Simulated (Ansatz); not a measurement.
# C2H9AlSe: basis-set convergence

One table from this session's results is given with a row withheld; the runs are named, their logs left out.

Computed with Ansatz 0.2.0, Gaussian basis. Level: one geometry, several basis sets.

The runs, in order: PBE0-D4/def2-SVP; ωB97M-V/def2-SVP; PBE0-D4/def2-QZVPP; ωB97M-V/def2-QZVPP; the functionals' def2-TZVPP values are taken from earlier runs.

## Structure used throughout

The geometry comes from an earlier relaxation with PBE0-D4 in a triple-zeta def2 set; it is a stationary point, not always the lowest conformer.

SMILES `[CH3][AlH-]([CH3])[SeH2+]`, 13 atoms, charge 0, spin multiplicity 1.

Atoms are counted from 1 here; the program's logs count them from 0.

Bond lengths: C1–Al2 1.970 Å, C1–H5 1.096 Å, C1–H6 1.095 Å, C1–H7 1.094 Å, Al2–C3 1.970 Å, Al2–Se4 2.710 Å, Al2–H8 1.605 Å, C3–H9 1.096 Å, C3–H10 1.095 Å, C3–H11 1.094 Å, Se4–H12 1.468 Å, Se4–H13 1.470 Å. Angles: Al2–C1–H5 110.0°, Al2–C1–H6 112.7°, Al2–C1–H7 112.8°, H5–C1–H6 106.5°, H5–C1–H7 106.6°, H6–C1–H7 107.9°, C1–Al2–C3 119.4°, C1–Al2–Se4 97.7°, C1–Al2–H8 118.4°, C3–Al2–Se4 100.6°, C3–Al2–H8 118.0°, Se4–Al2–H8 92.0°, Al2–C3–H9 110.2°, Al2–C3–H10 112.5°, Al2–C3–H11 112.8°, H9–C3–H10 106.6°, H9–C3–H11 106.6°, H10–C3–H11 107.9° and more.

The first run:

Input file in.yaml:

```yaml
crystal:
  periodic: [false, false, false]
  atoms:
    - {symbol: C, position_ang: [-1.168172, 1.493505, -0.596671]}
    - {symbol: Al, position_ang: [-0.295739, -0.271882, -0.639088]}
    - {symbol: C, position_ang: [1.664285, -0.386237, -0.479433]}
    - {symbol: Se, position_ang: [-1.045368, -1.108362, 1.827549]}
    - {symbol: H, position_ang: [-1.030924, 2.002414, -1.557829]}
    - {symbol: H, position_ang: [-0.747255, 2.154548, 0.167988]}
    - {symbol: H, position_ang: [-2.247449, 1.429438, -0.428153]}
    - {symbol: H, position_ang: [-1.066778, -1.487423, -1.348474]}
    - {symbol: H, position_ang: [2.138585, -0.097027, -1.424509]}
    - {symbol: H, position_ang: [2.061819, 0.285792, 0.288163]}
    - {symbol: H, position_ang: [2.012528, -1.398592, -0.252291]}
    - {symbol: H, position_ang: [-0.188220, -2.300586, 1.837401]}
    - {symbol: H, position_ang: [-0.066910, -0.350286, 2.620047]}
basis:
  gaussian: {orbitals: def2-SVP}
hamiltonian: {xc: pbe0, dispersion: d4}
output: {orbitals: {seedname: orbitals}}
```

Started as:

```bash
$ ansatz run in.yaml --threads 4 --pin off --events-out ev --progress --plain --max-ram 10444MiB
```

Among the steps run: PBE0-D4 in def2-SVP; ωB97M-V in def2-SVP; PBE0-D4 in def2-QZVPP; ωB97M-V in def2-QZVPP.

One table of the session follows, with a row left open; its other results are not shown here.

```
functional       basis  HOMO (eV)
   PBE0-D4    def2-SVP          ?
   PBE0-D4  def2-TZVPP      -7.25
   PBE0-D4  def2-QZVPP      -7.26
   ωB97M-V    def2-SVP      -9.44
   ωB97M-V  def2-TZVPP      -9.51
   ωB97M-V  def2-QZVPP      -9.51
```

Estimate the missing values for PBE0-D4, def2-SVP.

The run gave: HOMO (eV): -7.20. In the column «HOMO (eV)» it is the highest.
